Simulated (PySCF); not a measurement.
**Bi(NH2)5: how settings move a single point**

Aim: repeat the single point on relaxed Bi(NH2)5 with altered settings, some of them bad on purpose. The structure is generated, not taken from experiment.

Computed with PySCF 2.14.0. Level: BP86, Bi def2-SVP with ECP60, N def2-SVP, H def2-SVP; scalar-relativistic core potentials, no spin–orbit coupling.

4 further runs of the same task are left out: 2 for a known fault of the program, 2 that didn't finish.

## 1. The starting structure

16 atoms, charge 0, spin multiplicity 1.

Bond lengths: Bi1–N2 2.219 Å, Bi1–N5 2.200 Å, Bi1–N8 2.221 Å, Bi1–N11 2.259 Å, Bi1–N14 2.259 Å, N2–H3 1.036 Å, N2–H4 1.036 Å, N5–H6 1.036 Å, N5–H7 1.036 Å, N8–H9 1.036 Å, N8–H10 1.036 Å, N11–H12 1.037 Å, N11–H13 1.037 Å, N14–H15 1.037 Å, N14–H16 1.037 Å. Angles: N2–Bi1–N5 111.9°, N2–Bi1–N8 119.4°, N2–Bi1–N11 94.9°, N2–Bi1–N14 94.9°, N5–Bi1–N8 128.8°, N5–Bi1–N11 87.6°, N5–Bi1–N14 87.6°, N8–Bi1–N11 88.2°, N8–Bi1–N14 88.2°, N11–Bi1–N14 170.2°, Bi1–N2–H3 105.4°, Bi1–N2–H4 105.4°, H3–N2–H4 105.0°, Bi1–N5–H6 104.0°, Bi1–N5–H7 104.0°, H6–N5–H7 105.6°, Bi1–N8–H9 104.0°, Bi1–N8–H10 104.0° and more.

As a file:

```
Bi    0.07028    0.00000    0.00345
N    -1.14324    0.00000    1.86170
H    -0.81806    0.82214    2.40218
H    -0.81806   -0.82214    2.40218
N    -1.19088    0.00000   -1.79883
H    -0.86447   -0.82517   -2.33282
H    -0.86447    0.82517   -2.33282
N     2.28615    0.00000    0.15032
H     2.57458   -0.82244   -0.40983
H     2.57458    0.82244   -0.40983
N     0.15423    2.25086   -0.17002
H     0.63722    2.58749    0.68397
H    -0.82232    2.57758   -0.04545
N     0.15423   -2.25086   -0.17002
H    -0.82232   -2.57758   -0.04545
H     0.63722   -2.58749    0.68397
```

Formal oxidation states: Bi +5. An earlier session relaxed this geometry at BP86, Bi def2-SVP with ECP60, N def2-SVP, H def2-SVP (singlet, point group Cs).

The sound run used a (50, 194) grid (finer on f atoms), a threshold of 1e-8 and at most 55 cycles, and ended at -494.256975 Eh.

## 2. Try 1

The input, run.py (the lines that set the calculation):

```python
mol = gto.M(atom='''
Bi     0.07028     0.00000     0.00345
N     -1.14324     0.00000     1.86170
H     -0.81806     0.82214     2.40218
H     -0.81806    -0.82214     2.40218
N     -1.19088     0.00000    -1.79883
H     -0.86447    -0.82517    -2.33282
H     -0.86447     0.82517    -2.33282
N      2.28615     0.00000     0.15032
H      2.57458    -0.82244    -0.40983
H      2.57458     0.82244    -0.40983
N      0.15423     2.25086    -0.17002
H      0.63722     2.58749     0.68397
H     -0.82232     2.57758    -0.04545
N      0.15423    -2.25086    -0.17002
H     -0.82232    -2.57758    -0.04545
H      0.63722    -2.58749     0.68397''',
    basis={'Bi': 'def2-SVP', 'N': 'def2-SVP', 'H': 'def2-SVP'},
    ecp={'Bi': 'def2-SVP'},
    charge=0, spin=0)
mf = dft.RKS(mol, xc='B88,P86')
mf.grids.atom_grid = (50, 194)
mf = mf.density_fit()  # fitting sets: Bi def2-universal-JKFIT, N def2-universal-JKFIT, H def2-universal-JKFIT
mf.conv_tol = 0.001; mf.max_cycle = 55
mf.kernel(dm0)  # dm0: free metal ions and neutral atoms
```

Launch:

```sh
$ OMP_NUM_THREADS=4 python run.py
```

The log of the run:

```text
init E= -497.349569073306
  HOMO = -0.247737812780811  LUMO = -0.163916908527263  gap/eV = 2.28088
cycle= 1 E= -494.224432884782  delta_E= 3.13  |g|= 0.346  |ddm|= 3.79
  HOMO = -0.169494595592491  LUMO = -0.0807889510888469  gap/eV = 2.41380
cycle= 2 E= -494.213546070776  delta_E= 0.0109  |g|= 0.385  |ddm|= 1.04
  HOMO = -0.201285263368169  LUMO = -0.115386360668824  gap/eV = 2.33743
cycle= 3 E= -494.231545740481  delta_E= -0.018  |g|= 0.301  |ddm|= 0.883
  HOMO = -0.19821745180322  LUMO = -0.118819526350864  gap/eV = 2.16053
cycle= 4 E= -494.252157782773  delta_E= -0.0206  |g|= 0.13  |ddm|= 0.552
  HOMO = -0.19638069597856  LUMO = -0.114107234558343  gap/eV = 2.23877
cycle= 5 E= -494.256789754021  delta_E= -0.00463  |g|= 0.0261  |ddm|= 0.211
  HOMO = -0.196913280792948  LUMO = -0.114023691664263  gap/eV = 2.25554
cycle= 6 E= -494.256870143311  delta_E= -8.04e-05  |g|= 0.0197  |ddm|= 0.0499
  HOMO = -0.195982038742223  LUMO = -0.115112520539794  gap/eV = 2.20057
Extra cycle  E= -494.255764364347  delta_E= 0.00111  |g|= 0.0668  |ddm|= 0.0966
converged SCF energy = -494.255764364347
```

Run time: 4.2 s. Hardware: 4 threads of Arm Neoverse V2, shared host.

Changed: the SCF threshold (0.001). It converges in 6 cycles, +0.033 eV from the sound run, with a largest force component of 0.27 eV/Å. The setting is unsound, so these numbers aren't the compound's.

## 3. Try 2

Edit run.py (the lines that set the calculation) of step 2 so:

```diff
@@ -19,7 +19,7 @@
     ecp={'Bi': 'def2-SVP'},
-    charge=0, spin=0)
-mf = dft.RKS(mol, xc='B88,P86')
+    charge=0, spin=8)
+mf = dft.UKS(mol, xc='B88,P86')
 mf.grids.atom_grid = (50, 194)
 mf = mf.density_fit()  # fitting sets: Bi def2-universal-JKFIT, N def2-universal-JKFIT, H def2-universal-JKFIT
-mf.conv_tol = 0.001; mf.max_cycle = 55
+mf.conv_tol = 1e-08; mf.max_cycle = 100
 mf.kernel(dm0)  # dm0: free metal ions and neutral atoms
```

Launch:

```sh
$ OMP_NUM_THREADS=4 python run.py
```

The log of the run:

```text
init E= -497.538899477192
cycle= 1 E= -493.326604087712  delta_E= 4.21  |g|= 0.568  |ddm|= 4.56
cycle= 2 E= -491.917243446404  delta_E= 1.41  |g|= 1.46  |ddm|= 6.35
cycle= 3 E= -493.042589109934  delta_E= -1.13  |g|= 0.847  |ddm|= 5.25
cycle= 4 E= -493.456134669717  delta_E= -0.414  |g|= 0.335  |ddm|= 4.66
cycle= 5 E= -493.246755368186  delta_E= 0.209  |g|= 0.586  |ddm|= 4.36
cycle= 6 E= -493.542681405904  delta_E= -0.296  |g|= 0.116  |ddm|= 1.32
cycle= 7 E= -493.524128506615  delta_E= 0.0186  |g|= 0.174  |ddm|= 3.95
cycle= 8 E= -493.547152583892  delta_E= -0.023  |g|= 0.0797  |ddm|= 3.96
cycle= 9 E= -493.548403232294  delta_E= -0.00125  |g|= 0.066  |ddm|= 1.42
cycle= 10 E= -493.551901966455  delta_E= -0.0035  |g|= 0.0286  |ddm|= 0.473
cycle= 11 E= -493.552501458256  delta_E= -0.000599  |g|= 0.015  |ddm|= 0.204
cycle= 12 E= -493.552646163344  delta_E= -0.000145  |g|= 0.00681  |ddm|= 0.108
cycle= 13 E= -493.55265307999  delta_E= -6.92e-06  |g|= 0.00609  |ddm|= 0.0821
cycle= 14 E= -493.552682377738  delta_E= -2.93e-05  |g|= 0.00156  |ddm|= 0.0561
cycle= 15 E= -493.53365723414  delta_E= 0.019  |g|= 0.125  |ddm|= 3.92
cycle= 16 E= -493.53365487525  delta_E= 2.36e-06  |g|= 0.125  |ddm|= 0.000161
cycle= 17 E= -493.533655454837  delta_E= -5.8e-07  |g|= 0.125  |ddm|= 0.00518
cycle= 18 E= -493.533667955486  delta_E= -1.25e-05  |g|= 0.124  |ddm|= 0.0138
cycle= 19 E= -493.533678239406  delta_E= -1.03e-05  |g|= 0.124  |ddm|= 0.0343
cycle= 20 E= -493.533728845525  delta_E= -5.06e-05  |g|= 0.124  |ddm|= 0.0342
cycle= 21 E= -493.533797888292  delta_E= -6.9e-05  |g|= 0.124  |ddm|= 0.0106
cycle= 22 E= -493.533722076415  delta_E= 7.58e-05  |g|= 0.124  |ddm|= 0.0487
cycle= 23 E= -493.533678554513  delta_E= 4.35e-05  |g|= 0.124  |ddm|= 0.0533
cycle= 24 E= -493.533662777434  delta_E= 1.58e-05  |g|= 0.124  |ddm|= 0.00584
cycle= 25 E= -493.535251345925  delta_E= -0.00159  |g|= 0.142  |ddm|= 3.94
cycle= 26 E= -493.54526372727  delta_E= -0.01  |g|= 0.0912  |ddm|= 0.242
cycle= 27 E= -493.549451715279  delta_E= -0.00419  |g|= 0.0603  |ddm|= 0.199
cycle= 28 E= -493.55151054018  delta_E= -0.00206  |g|= 0.0362  |ddm|= 0.181
cycle= 29 E= -493.552488998417  delta_E= -0.000978  |g|= 0.0163  |ddm|= 0.355
cycle= 30 E= -493.552598379247  delta_E= -0.000109  |g|= 0.0121  |ddm|= 0.842
cycle= 31 E= -493.552641991699  delta_E= -4.36e-05  |g|= 0.00728  |ddm|= 0.784
cycle= 32 E= -493.552673959921  delta_E= -3.2e-05  |g|= 0.00423  |ddm|= 0.445
cycle= 33 E= -493.538989060299  delta_E= 0.0137  |g|= 0.107  |ddm|=  3.5
cycle= 34 E= -493.53905268478  delta_E= -6.36e-05  |g|= 0.107  |ddm|= 0.0122
cycle= 35 E= -493.537473496041  delta_E= 0.00158  |g|= 0.112  |ddm|= 0.285
cycle= 36 E= -493.536946875087  delta_E= 0.000527  |g|= 0.114  |ddm|= 0.0982
cycle= 37 E= -493.54115705931  delta_E= -0.00421  |g|= 0.0992  |ddm|= 0.728
cycle= 38 E= -493.552368794518  delta_E= -0.0112  |g|= 0.0215  |ddm|= 2.62
cycle= 39 E= -493.552570416725  delta_E= -0.000202  |g|= 0.0146  |ddm|= 0.323
cycle= 40 E= -493.542733819052  delta_E= 0.00984  |g|= 0.0925  |ddm|= 2.68
cycle= 41 E= -493.552493240772  delta_E= -0.00976  |g|= 0.0177  |ddm|= 2.56
cycle= 42 E= -493.535530167513  delta_E= 0.017  |g|= 0.119  |ddm|= 3.91
cycle= 43 E= -493.552621561057  delta_E= -0.0171  |g|= 0.0116  |ddm|= 3.92
cycle= 44 E= -493.552630354228  delta_E= -8.79e-06  |g|= 0.012  |ddm|= 0.209
cycle= 45 E= -493.552638063132  delta_E= -7.71e-06  |g|= 0.0116  |ddm|= 0.0288
cycle= 46 E= -493.552644554132  delta_E= -6.49e-06  |g|= 0.0113  |ddm|= 0.0625
cycle= 47 E= -493.552723451483  delta_E= -7.89e-05  |g|= 0.00574  |ddm|= 0.125
cycle= 48 E= -493.552743210343  delta_E= -1.98e-05  |g|= 0.00274  |ddm|= 0.0443
cycle= 49 E= -493.552745490948  delta_E= -2.28e-06  |g|= 0.00219  |ddm|= 0.00586
cycle= 50 E= -493.552749593586  delta_E= -4.1e-06  |g|= 0.000447  |ddm|= 0.0162
cycle= 51 E= -493.552749687099  delta_E= -9.35e-08  |g|= 0.000404  |ddm|= 0.0177
cycle= 52 E= -493.552749761  delta_E= -7.39e-08  |g|= 0.000348  |ddm|= 0.00996
cycle= 53 E= -493.552749839954  delta_E= -7.9e-08  |g|= 0.000201  |ddm|= 0.00324
cycle= 54 E= -493.55274987154  delta_E= -3.16e-08  |g|= 7.97e-05  |ddm|= 0.00364
cycle= 55 E= -493.552749875256  delta_E= -3.72e-09  |g|= 4.51e-05  |ddm|= 0.00036
Extra cycle  E= -493.55274982812  delta_E= 4.71e-08  |g|= 0.00025  |ddm|= 0.0025
converged SCF energy = -493.55274982812  <S^2> = 20.010277  2S+1 = 9.0022835
```

Wall time 26 s (4 threads of Arm Neoverse V2, shared host).

Changed: the spin (8 unpaired electrons); the cycle limit is 100. It converges in 55 cycles, +19.163 eV from the sound run, with a largest force component of 2.74 eV/Å. The setting is unsound, so these numbers aren't the compound's.

## 4. Try 3

The input, run.py (the lines that set the calculation):

```python
mol = gto.M(atom='''
Bi     0.07871     0.00000     0.00387
N     -1.28043     0.00000     2.08511
H     -0.91623     0.92079     2.69044
H     -0.91623    -0.92079     2.69044
N     -1.33378     0.00000    -2.01469
H     -0.96820    -0.92420    -2.61276
H     -0.96820     0.92420    -2.61276
N      2.56049     0.00000     0.16836
H      2.88353    -0.92113    -0.45901
H      2.88353     0.92113    -0.45901
N      0.17274     2.52096    -0.19042
H      0.71369     2.89798     0.76605
H     -0.92099     2.88689    -0.05090
N      0.17274    -2.52096    -0.19042
H     -0.92099    -2.88689    -0.05090
H      0.71369    -2.89798     0.76605''',
    basis={'Bi': 'def2-SVP', 'N': 'def2-SVP', 'H': 'def2-SVP'},
    ecp={'Bi': 'def2-SVP'},
    charge=0, spin=0)
mf = dft.RKS(mol, xc='B88,P86')
mf.grids.atom_grid = (50, 194)
mf = mf.density_fit()  # fitting sets: Bi def2-universal-JKFIT, N def2-universal-JKFIT, H def2-universal-JKFIT
mf.conv_tol = 1e-08; mf.max_cycle = 55
mf.kernel(dm0)  # dm0: free metal ions and neutral atoms
```

Launch:

```sh
$ OMP_NUM_THREADS=4 python run.py
```

The log of the run:

```text
init E= -496.446013122396
  HOMO = -0.222854193987848  LUMO = -0.188773556959312  gap/eV = 0.92738
cycle= 1 E= -494.010696450246  delta_E= 2.44  |g|= 0.631  |ddm|=  3.6
  HOMO = -0.215770205577257  LUMO = -0.164625398163246  gap/eV = 1.39172
cycle= 2 E= -493.703985377849  delta_E= 0.307  |g|= 1.17  |ddm|= 2.14
  HOMO = -0.186062646190543  LUMO = -0.149062035086514  gap/eV = 1.00684
cycle= 3 E= -494.094064934101  delta_E= -0.39  |g|= 0.334  |ddm|= 1.76
  HOMO = -0.193187818432675  LUMO = -0.158468950089706  gap/eV = 0.94475
cycle= 4 E= -493.976298879287  delta_E= 0.118  |g|= 0.652  |ddm|= 1.23
  HOMO = -0.197492907406689  LUMO = -0.167376647672103  gap/eV = 0.81951
cycle= 5 E= -494.094452157922  delta_E= -0.118  |g|= 0.314  |ddm|= 1.24
  HOMO = -0.201025195982914  LUMO = -0.166898200543095  gap/eV = 0.92864
cycle= 6 E= -494.125366532296  delta_E= -0.0309  |g|= 0.0852  |ddm|= 0.469
  HOMO = -0.196350964802676  LUMO = -0.163001731317198  gap/eV = 0.90748
cycle= 7 E= -494.127207996404  delta_E= -0.00184  |g|= 0.0321  |ddm|= 0.137
  HOMO = -0.196441783541243  LUMO = -0.164113315615115  gap/eV = 0.87970
cycle= 8 E= -494.126269311096  delta_E= 0.000939  |g|= 0.0629  |ddm|= 0.108
  HOMO = -0.197479724320905  LUMO = -0.164553782423361  gap/eV = 0.89596
cycle= 9 E= -494.127523602835  delta_E= -0.00125  |g|= 0.00628  |ddm|= 0.0727
  HOMO = -0.197384491317468  LUMO = -0.164402111138182  gap/eV = 0.89750
cycle= 10 E= -494.127534805152  delta_E= -1.12e-05  |g|= 0.00238  |ddm|= 0.0076
  HOMO = -0.197381637898491  LUMO = -0.164410676235248  gap/eV = 0.89719
cycle= 11 E= -494.127536718602  delta_E= -1.91e-06  |g|= 0.00052  |ddm|= 0.00364
  HOMO = -0.197391095857565  LUMO = -0.164417621801023  gap/eV = 0.89725
cycle= 12 E= -494.127536771292  delta_E= -5.27e-08  |g|= 0.000118  |ddm|= 0.000617
  HOMO = -0.197389633508932  LUMO = -0.164417443495269  gap/eV = 0.89722
cycle= 13 E= -494.127536775954  delta_E= -4.66e-09  |g|= 1.87e-05  |ddm|= 0.000155
  HOMO = -0.197387933402194  LUMO = -0.164416736206746  gap/eV = 0.89719
Extra cycle  E= -494.127536766095  delta_E= 9.86e-09  |g|= 0.000173  |ddm|= 0.000265
converged SCF energy = -494.127536766095
```

Wall time 5.8 s (4 threads of Arm Neoverse V2, shared host).

Changed: the scale of all coordinates (1.12). It converges in 13 cycles, +3.522 eV from the sound run, with a largest force component of 3.01 eV/Å. The setting is unsound, so these numbers aren't the compound's.

## 5. Try 4

The input, run.py (the lines that set the calculation):

```python
mol = gto.M(atom='''
Bi     0.07028     0.00000     0.00345
N     -1.14324     0.00000     1.86170
H     -0.81806     0.82214     2.40218
H     -0.81806    -0.82214     2.40218
N     -1.19088     0.00000    -1.79883
H     -0.86447    -0.82517    -2.33282
H     -0.86447     0.82517    -2.33282
N      2.28615     0.00000     0.15032
H      2.57458    -0.82244    -0.40983
H      2.57458     0.82244    -0.40983
N      0.15423     2.25086    -0.17002
H      0.63722     2.58749     0.68397
H     -0.82232     2.57758    -0.04545
N      0.15423    -2.25086    -0.17002
H     -0.82232    -2.57758    -0.04545
H      0.63722    -2.58749     0.68397''',
    basis={'Bi': 'def2-SVP', 'N': 'def2-SVP', 'H': 'def2-SVP'},
    ecp={'Bi': 'def2-SVP'},
    charge=0, spin=0)
mf = dft.RKS(mol, xc='B88,P86')
mf.grids.atom_grid = (40, 110)
mf = mf.density_fit()  # fitting sets: Bi def2-universal-JKFIT, N def2-universal-JKFIT, H def2-universal-JKFIT
mf.conv_tol = 1e-08; mf.max_cycle = 55
mf.kernel(dm0)  # dm0: free metal ions and neutral atoms
```

Launch:

```sh
$ OMP_NUM_THREADS=4 python run.py
```

The log of the run:

```text
init E= -497.349847084203
  HOMO = -0.247730425873289  LUMO = -0.163958110435892  gap/eV = 2.27956
cycle= 1 E= -494.224661175598  delta_E= 3.13  |g|= 0.346  |ddm|= 3.79
  HOMO = -0.169555245341194  LUMO = -0.0808427152161766  gap/eV = 2.41399
cycle= 2 E= -494.214275466166  delta_E= 0.0104  |g|= 0.383  |ddm|= 1.03
  HOMO = -0.201385432897564  LUMO = -0.11560893139629  gap/eV = 2.33410
cycle= 3 E= -494.232543209592  delta_E= -0.0183  |g|= 0.296  |ddm|= 0.875
  HOMO = -0.198158607628258  LUMO = -0.118825279746796  gap/eV = 2.15877
cycle= 4 E= -494.252212811466  delta_E= -0.0197  |g|= 0.132  |ddm|= 0.548
  HOMO = -0.196403391676139  LUMO = -0.114136677383437  gap/eV = 2.23859
cycle= 5 E= -494.256989790301  delta_E= -0.00478  |g|= 0.0258  |ddm|= 0.213
  HOMO = -0.196905687102156  LUMO = -0.114059443128125  gap/eV = 2.25436
cycle= 6 E= -494.257066667309  delta_E= -7.69e-05  |g|= 0.0198  |ddm|= 0.0499
  HOMO = -0.196787974767313  LUMO = -0.114495899259229  gap/eV = 2.23928
cycle= 7 E= -494.257166086346  delta_E= -9.94e-05  |g|= 0.00487  |ddm|= 0.0251
  HOMO = -0.196910503113999  LUMO = -0.114603517396976  gap/eV = 2.23969
cycle= 8 E= -494.257171953488  delta_E= -5.87e-06  |g|= 0.00134  |ddm|= 0.00632
  HOMO = -0.196959427315187  LUMO = -0.114598935083533  gap/eV = 2.24114
cycle= 9 E= -494.257171927437  delta_E= 2.61e-08  |g|= 0.000738  |ddm|= 0.0021
  HOMO = -0.196916410293376  LUMO = -0.114575662897177  gap/eV = 2.24061
cycle= 10 E= -494.257172434836  delta_E= -5.07e-07  |g|= 9.08e-05  |ddm|= 0.000849
  HOMO = -0.196918989156082  LUMO = -0.114577968531922  gap/eV = 2.24061
cycle= 11 E= -494.257172437365  delta_E= -2.53e-09  |g|= 9.37e-06  |ddm|= 0.000138
  HOMO = -0.196919880038976  LUMO = -0.114578549554157  gap/eV = 2.24062
Extra cycle  E= -494.257172437335  delta_E= 2.96e-11  |g|= 1.4e-05  |ddm|= 2.94e-05
converged SCF energy = -494.257172437335
```

Wall time 4.4 s (4 threads of Arm Neoverse V2, shared host).

Changed: the integration grid, to (40, 110). It converges in 11 cycles, -0.005 eV from the sound run, with a largest force component of 0.04 eV/Å. The result survives the change.

## 6. Results

| run | changed | ending | energy change (eV) | cycles | time | usable |
| --- | --- | --- | --- | --- | --- | --- |
| 1 | the SCF threshold | converged | +0.033 | 6 | 4.2 s | no |
| 2 | the spin | converged | +19.163 | 55 | 26 s | no |
| 3 | the scale of all coordinates | converged | +3.522 | 13 | 5.8 s | no |
| 4 | the integration grid | converged | -0.005 | 11 | 4.4 s | yes |

1 of 4 altered runs gives a usable result. 3 ended normally with numbers unfit to quote.
